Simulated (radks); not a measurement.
**Tb²⁺ in [Xe] 4f9: an all-electron calculation**

What are the levels of the terbium ion Tb2+, how large are its shells, and how does its energy divide?

Method: scalar-relativistic Kohn-Sham, B86b exchange with PBE correlation, spin-polarised, spherical densities, finite nucleus; open shells are filled with parallel spins first. Code: radks (a radial shooting solver on a logarithmic mesh, Libxc functionals) version 1.

## Step 1: The atom as given

| Quantity | Value |
| --- | --- |
| element | terbium (Z = 65) |
| charge | +2 |
| electrons | 63 |
| configuration | [Xe] 4f9 |
| nuclear rms radius | 5.06 fm |

Outer shells as boxes (Hund's rule):

Tb²⁺
```
[Xe] core
4f [↑↓][↑↓][↑ ][↑ ][↑ ][↑ ][↑ ]
```

## Step 2: The run

Settings of this run:

```text
Z 65
configuration [Xe] 4f9
relativity scalar-relativistic
functional b86_mgc,pbe
spin polarised
nucleus finite rms 5.06 fm
c 137.035999084
```

Q: Predict the outcome of this run.

**Answer**, as computed:

| quantity | value |
| --- | --- |
| total energy | -11708.5506 hartree |
| exchange-correlation share of it | 2.19 % |
| −T/E | 1.0761 |
| highest occupied level | 4f down, -14.654 eV |
| most extended occupied level | 5p down, <r> = 1.58 bohr |
| radius at density 0.001 e/bohr³ | 3.43 bohr |
| maxima of the radial density | 4 |
| ionisation energy, NIST | 21.82 (semi-emp.) eV |

**Reading.** 5 principal shells are occupied and 4 maxima appear in the radial density; where shells overlap, one shows as a shoulder or not at all. Relativity lifts −T/E to 1.076. The top level binds by 14.654 eV, 67 % of the NIST ionisation energy of 21.82 eV; the potential of a semilocal functional falls off too fast, so its top eigenvalue is too shallow. Open shells are spherical and high-spin; term and fine-structure splittings are not resolved. Spin-orbit splitting is averaged out at the scalar-relativistic level.
